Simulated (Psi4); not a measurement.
# SiH2Br− (SMILES [SiH2-]Br) at 6 levels

Aim: a comparison of 6 runs (HF/3-21G, TPSS0/STO-3G, B3LYP/6-31G*, PBE0/def2-SVP, B3LYP/cc-pVTZ) of SiH2Br−. 

Program for the calculation: Psi4 1.11.

2 further runs of the same task are left out: 2 for a known fault of the program.

**1. Starting point**

SiH2Br− has 4 atoms, charge -1, and is taken as a singlet. As SMILES, `[SiH2-]Br`. The coordinates come from a GFN2-xTB relaxation.

Bond lengths: Si1–Br2 2.425 Å, Si1–H3 1.496 Å, Si1–H4 1.496 Å. Angles: Br2–Si1–H3 94.3°, Br2–Si1–H4 94.3°, H3–Si1–H4 98.4°.

**2. Energy and gradient at HF/3-21G (run 1)**

brh2si.xyz

```xyz
4
BrH2Si
Si    -0.191960    -0.343010    -0.619410
Br     1.687710    -0.271360     0.911070
H     -1.209900    -0.529990     0.461390
H     -0.285850     1.144360    -0.753060
```

brh2si.py

```python
import psi4

psi4.set_memory('1600 MB')
psi4.set_num_threads(1)
psi4.core.set_output_file('brh2si.out', False)

with open('brh2si.xyz') as f:
    atoms = ''.join(f.readlines()[2:])
m = psi4.geometry('-1 1\n' + atoms + 'symmetry c1')

psi4.set_options({
    'basis': '3-21G',
    'reference': 'rhf',
    'puream': True,
    'e_convergence': 1e-09,
    'd_convergence': 1e-08,
    'scf_type': 'pk',
})

energy_value, wavefunction = psi4.gradient('hf', return_wfn=True)
psi4.oeprop(wavefunction, 'LOWDIN_CHARGES', 'QUADRUPOLE', 'MAYER_INDICES', title='HF')
print('gradient / Eh bohr^-1')
print(energy_value.np.round(6))
print(f'energy = {wavefunction.energy():.10f} Eh')
```

Run with:

```console
$ python brh2si.py
```

brh2si.out:

```text
[...]
  Running in c1 symmetry.
[...]
  Nuclear repulsion =  129.644243422419237
[...]
  Multiplicity = 1
[...]
  Nalpha       = 26
  Nbeta        = 26
[...]
    Number of basis functions: 39
[...]
   @RHF iter   1: -2848.54994659069553   -2.04972e+00   1.02471e-02 ADIIS/DIIS
[...]
   @RHF iter  10: -2848.63558268456882   -2.27374e-12   2.00116e-09 DIIS
[...]
    Orbital Energies [Eh]
    ---------------------
    Doubly Occupied:
       1A   -486.525409     2A    -68.072937     3A    -64.533567
       4A    -57.721491     5A    -57.720463     6A    -57.720414
       7A     -9.528303     8A     -7.107712     9A     -7.101799
      10A     -7.101428    11A     -5.881688    12A     -3.975484
      13A     -3.974902    14A     -3.972846    15A     -2.835763
      16A     -2.833651    17A     -2.833268    18A     -2.827202
      19A     -2.827196    20A     -0.759509    21A     -0.477879
      22A     -0.271539    23A     -0.229013    24A     -0.197021
      25A     -0.181268    26A     -0.084308
[...]
  @RHF Final Energy: -2848.63558268456882
   => Energetics <=
    Nuclear Repulsion Energy =            129.6442434224192368
    One-Electron Energy =               -4241.9675325237803918
    Two-Electron Energy =                1263.6877064167924800
    Total Energy =                      -2848.6355826845688171
[...]
  -Total Gradient:
     Atom            X                  Y                   Z
    ------   -----------------  -----------------  -----------------
       1        0.006054039706     0.017056311073     0.028049465268
       2       -0.022683965779    -0.000119482393    -0.017414590460
       3        0.011656500703    -0.002409906076    -0.009687210271
       4        0.004973425296    -0.014526922605    -0.000947664671
[...]
```

On the terminal:

```text
gradient / Eh bohr^-1
[[ 0.006054  0.017056  0.028049]
 [-0.022684 -0.000119 -0.017415]
 [ 0.011657 -0.00241  -0.009687]
 [ 0.004973 -0.014527 -0.000948]]
energy = -2848.6355826846 Eh
```

Wall time 1.6 s (1 thread of INTEL XEON PLATINUM 8581C at 2.10GHz (Emerald Rapids), shared host); peak memory 0.2 GiB.

**3. A single-point energy at TPSS0/STO-3G (density fitting with cc-pvqz-jkfit, ddPCM chloroform) (run 2)**

calc.dat

```
memory 1600 MB

molecule system {
  -1 1
  Si    -0.191960    -0.343010    -0.619410
  Br     1.687710    -0.271360     0.911070
  H     -1.209900    -0.529990     0.461390
  H     -0.285850     1.144360    -0.753060
  symmetry c1
}

set basis STO-3G
set reference rks
set scf_type mem_df
set print 2
set puream true
set df_basis_scf cc-pvqz-jkfit
set ddx true
set ddx_model pcm
set ddx_solvent chloroform
set ddx_radii_set uff

e = energy('tpss0')
```

Run with:

```console
$ psi4 calc.dat calc.out -n 1
```

calc.out:

```text
[...]
  Running in c1 symmetry.
[...]
  Nuclear repulsion =  129.644243422419237
[...]
  Multiplicity = 1
[...]
  Nalpha       = 26
  Nbeta        = 26
[...]
   @DF-RKS iter   1: -2833.27056614775029   -1.64206e+00   5.00636e-03 ADIIS/DIIS
[...]
   @DF-RKS iter   6: -2833.29766349339479   -1.52763e-08   8.49677e-08 DIIS
[...]
  @DF-RKS Final Energy: -2833.29766349339479
   => Energetics <=
    Nuclear Repulsion Energy =            129.6442434224192368
    One-Electron Energy =               -4238.0007720550629529
    Two-Electron Energy =                1378.0854836348387380
    DFT Exchange-Correlation Energy =    -102.9541532630358631
    Empirical Dispersion Energy =           0.0000000000000000
    VV10 Nonlocal Energy =                  0.0000000000000000
    DD Solvation Energy =                 -0.0724652325540198
    Total Energy =                      -2833.2976634933947935
[...]
 Multipole Moments:
 ------------------------------------------------------------------------------------
     Multipole            Electronic (a.u.)      Nuclear  (a.u.)        Total (a.u.)
 ------------------------------------------------------------------------------------
 L = 1.  Multiply by 2.5417464519 to convert [e a0] to [Debye]
 Dipole X            :          9.0797612           -8.0548257            1.0249355
 Dipole Y            :         -1.0709427            1.0329072           -0.0380355
 Dipole Z            :          5.4384726           -4.7099316            0.7285409
 Magnitude           :                                                    1.2580586
[...]
```

Run time: 3.3 s. Hardware: 1 thread of INTEL XEON PLATINUM 8581C at 2.10GHz (Emerald Rapids), shared host; peak memory 0.33 GiB.

Runs 3 to 4 aren't shown in full; the table further down has their settings and results.

**4. Energy and forces at PBE0/def2-SVP (run 5)**

job.in

```
memory 1.6 GB

molecule {
  -1 1
  Si    -0.36275183    -0.64819496    -1.17051526
  Br     3.18930968    -0.51279608     1.72167278
  H     -2.28637964    -1.00153595     0.87190074
  H     -0.54017821     2.16252699    -1.42307716
  units au
  symmetry c1
  no_reorient
  no_com
}

set {
  basis                def2-SVP
  puream               true
  e_convergence        1e-09
  d_convergence        1e-08
  scf_type             pk
  dft_radial_points    99
  dft_spherical_points 590
}

E, wfn = gradient('pbe0', return_wfn=True)
oeprop(wfn, 'MAYER_INDICES', 'QUADRUPOLE', 'MULLIKEN_CHARGES', title='PBE0')
```

Run with:

```console
$ psi4 job.in job.out -n 1
```

job.out:

```text
[...]
  Running in c1 symmetry.
[...]
  Nuclear repulsion =  129.644243351321478
[...]
  Multiplicity = 1
[...]
  Nalpha       = 26
  Nbeta        = 26
[...]
    Number of basis functions: 60
[...]
   @RKS iter   1: -2863.71611311787137   -1.54144e+00   2.28299e-02 ADIIS/DIIS
[...]
   @RKS iter  11: -2864.06995743347852   -9.09495e-13   1.96652e-09 DIIS
[...]
  @RKS Final Energy: -2864.06995743347852
   => Energetics <=
    Nuclear Repulsion Energy =            129.6442433513214780
    One-Electron Energy =               -4255.1275507948284940
    Two-Electron Energy =                1346.4953430669870613
    DFT Exchange-Correlation Energy =     -85.0819930569581260
    Empirical Dispersion Energy =           0.0000000000000000
    VV10 Nonlocal Energy =                  0.0000000000000000
    Total Energy =                      -2864.0699574334785211
[...]
  -Total Gradient:
     Atom            X                  Y                   Z
    ------   -----------------  -----------------  -----------------
       1       -0.013966934504     0.019248543111     0.015830003296
       2       -0.001357785934    -0.000339432045    -0.001481012853
       3        0.010843261091    -0.003680323157    -0.011340673032
       4        0.004479542828    -0.015228655004    -0.003009588405
[...]
  Mulliken Charges: (a.u.)
   Center  Symbol    Alpha    Beta     Spin     Total
       1    SI     7.04909  7.04909  0.00000 -0.09817
       2    BR    17.77349 17.77349  0.00000 -0.54699
       3     H     0.58871  0.58871  0.00000 -0.17742
       4     H     0.58871  0.58871  0.00000 -0.17743
   Total alpha = 26.00000, Total beta = 26.00000, Total charge = -1.00000
  Mayer Bond Indices:
[...]
```

It took 6 s on 1 thread of INTEL XEON PLATINUM 8581C at 2.10GHz (Emerald Rapids), shared host; peak memory 0.53 GiB.

**5. The energy at B3LYP/cc-pVTZ (run 6)**

brh2si.inp

```
memory 1600 mb

molecule m {
  -1 1
  Si    -0.191960    -0.343010    -0.619410
  Br     1.687710    -0.271360     0.911070
  H     -1.209900    -0.529990     0.461390
  H     -0.285850     1.144360    -0.753060
  symmetry c1
  no_reorient
  no_com
}

set globals {
  puream               true
  e_convergence        1e-09
  d_convergence        1e-08
  scf_type             pk
  dft_radial_points    99
  dft_spherical_points 590
}

energy("b3lyp/cc-pVTZ")
```

Run with:

```console
$ psi4 brh2si.inp brh2si.out -n 1
```

brh2si.out:

```text
[...]
  Running in c1 symmetry.
[...]
  Nuclear repulsion =  129.644243422419237
[...]
  Multiplicity = 1
[...]
  Nalpha       = 26
  Nbeta        = 26
[...]
    Number of basis functions: 105
[...]
   @RKS iter   1: -2864.64680431255147   -1.50659e+00   1.18833e-02 DIIS/ADIIS
[...]
   @RKS iter  11: -2865.01609699288974   -4.54747e-13   4.10038e-09 DIIS
[...]
  @RKS Final Energy: -2865.01609699288974
   => Energetics <=
    Nuclear Repulsion Energy =            129.6442434224192368
    One-Electron Energy =               -4254.9006061617128580
    Two-Electron Energy =                1351.3012645530745885
    DFT Exchange-Correlation Energy =     -91.0609988066701419
    Empirical Dispersion Energy =           0.0000000000000000
    VV10 Nonlocal Energy =                  0.0000000000000000
    Total Energy =                      -2865.0160969928897430
[...]
 Multipole Moments:
 ------------------------------------------------------------------------------------
     Multipole            Electronic (a.u.)      Nuclear  (a.u.)        Total (a.u.)
 ------------------------------------------------------------------------------------
 L = 1.  Multiply by 2.5417464519 to convert [e a0] to [Debye]
 Dipole X            :       -104.8410855          103.7207553           -1.1203302
 Dipole Y            :         26.4638831          -25.8616012            0.6022818
 Dipole Z            :        -43.3428180           43.3201573           -0.0226607
 Magnitude           :                                                    1.2721622
[...]
```

It took 35 s on 1 thread of INTEL XEON PLATINUM 8581C at 2.10GHz (Emerald Rapids), shared host; peak memory 1.5 GiB.

**6. The series**

```csv
run,level,task,integrals,energy (Eh),HOMO energy (eV),LUMO energy (eV),HOMO–LUMO gap (eV),wall time
1,HF/3-21G,gradient,pk,-2848.635583,-2.29,8.33,10.62,1.6 s
2,"TPSS0/STO-3G (density fitting with cc-pvqz-jkfit, ddPCM chloroform)",energy,mem_df,-2833.297663,1.38,7.75,6.37,3.3 s
3,"TPSS0/STO-3G (density fitting, ddPCM chloroform)",energy,mem_df,-2833.298188,1.38,7.75,6.37,4.2 s
4,B3LYP/6-31G* (spherical functions),gradient,pk,-2864.623374,0.11,4.63,4.53,7.2 s
5,PBE0/def2-SVP,gradient,pk,-2864.069957,0.02,5.23,5.21,6 s
6,B3LYP/cc-pVTZ,energy,pk,-2865.016097,-0.05,4.46,4.51,35 s
```

**7. Summary of results**

| quantity | value |
| --- | --- |
| run 6: total energy | -2865.01610 Eh |
| run 6: HOMO energy | -0.05 eV |
| run 6: LUMO energy | 4.46 eV |
| run 6: HOMO–LUMO gap (to an unbound level, set by the basis) | 4.51 eV |

In words: The HOMO–LUMO gap runs from 4.51 eV (B3LYP/cc-pVTZ) to 10.62 eV (HF/3-21G). The two ends differ in method and basis. The empty levels of an anion lie above zero and hang on the basis. Totals of different functionals can't be ranked against each other. In runs 2, 3, 4, 5 the HOMO lies above zero, so the outermost electron may be held by the basis alone. In runs 2, 3 the basis is minimal, so the values are rough. All runs together took 58 s, the longest 35 s.
